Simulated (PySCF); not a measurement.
# AgS₂⁻: relaxation and vibrations of the triplet

Aim: relax AgS₂⁻ as a triplet from a linear start, check by its vibrations whether the end is a minimum, and collect its spectrum and constants.

Computed with PySCF 2.14.0. Level: PBE, basis Ag def2-SVPD with ECP28, S def2-SVPD, scalar-relativistic core potentials, no spin–orbit coupling, density fitting.

## (1) The starting structure

3 atoms, charge -1, spin multiplicity 3.

Bond lengths: Ag1–S2 2.330 Å, Ag1–S3 2.330 Å. Angles: S2–Ag1–S3 180.0°.

```xyz
3
charge -1 multiplicity 3
Ag    0.0000    0.0000    0.0000
S     0.0000    0.0000    2.3300
S     0.0000    0.0000   -2.3300
```

## (2) First SCF at the start

The steps below are one call of a driver around PySCF. For each, scf.py gives the equivalent set-up of the SCF; relaxations use the driver's own optimiser. After this first run the driver tries any further starts and a stability analysis.

Contents of scf.py:

```python
from pyscf import gto, scf, dft
mol = gto.M(atom='''
Ag     0.000000     0.000000     0.000000
S      0.000000     0.000000     2.330000
S      0.000000     0.000000    -2.330000''',
    basis={'Ag': 'def2-SVPD', 'S': 'def2-SVPD'},
    ecp={'Ag': 'def2-SVPD'},
    charge=-1, spin=2)
mf = dft.UKS(mol, xc='PBE')
mf.grids.atom_grid = (50, 194)
aux = {'Ag': 'def2-universal-JKFIT', 'S': 'def2-universal-JKFIT'}
mf = mf.density_fit(auxbasis=aux)
mf.conv_tol = 1e-08
mf.diis_space = 10
mf.max_cycle = 60
mf.init_guess = 'minao'
mf.verbose = 4
mf.kernel()
```

On the command line:

```
$ OMP_NUM_THREADS=2 python axn.py task.json out
```

The runs that follow: Relaxing the triplet from the linear start; Hessian and properties.

**Question.** What will these runs give? Wanted: minimum; geometry; wavenumbers; dipole moment; highest occupied, lowest empty level; polar-tensor charge of Ag1; zero-point energy; ⟨S²⟩.

**Answer**, as computed:

| quantity | value |
| --- | --- |
| minimum | triplet, D∞h |
| geometry | Ag–S 2.274 Å (×2); S–Ag–S 180.0° |
| wavenumbers (cm⁻¹) | 89 (πu), 308 (σg+), 388 (σu+) |
| dipole moment (centre of mass) | 0.00 D |
| highest occupied, lowest empty level (either spin) | -1.19, -0.44 eV |
| polar-tensor charge of Ag1 | +0.07 e |
| zero-point energy | 5.2 kJ/mol |
| entropy at 298.15 K | 294.6 J/(mol K) |
| ⟨S²⟩ | 2.008 |

In words: The molecule stays D∞h, as typed, and the end point is a minimum. In the infrared the band at 388 cm⁻¹ (σu+, stretch) leads. Only this shape and spin were tried, so other structures or states may lie lower. Open d and f shells are described by one determinant, and the ground state may have another occupation or spin.
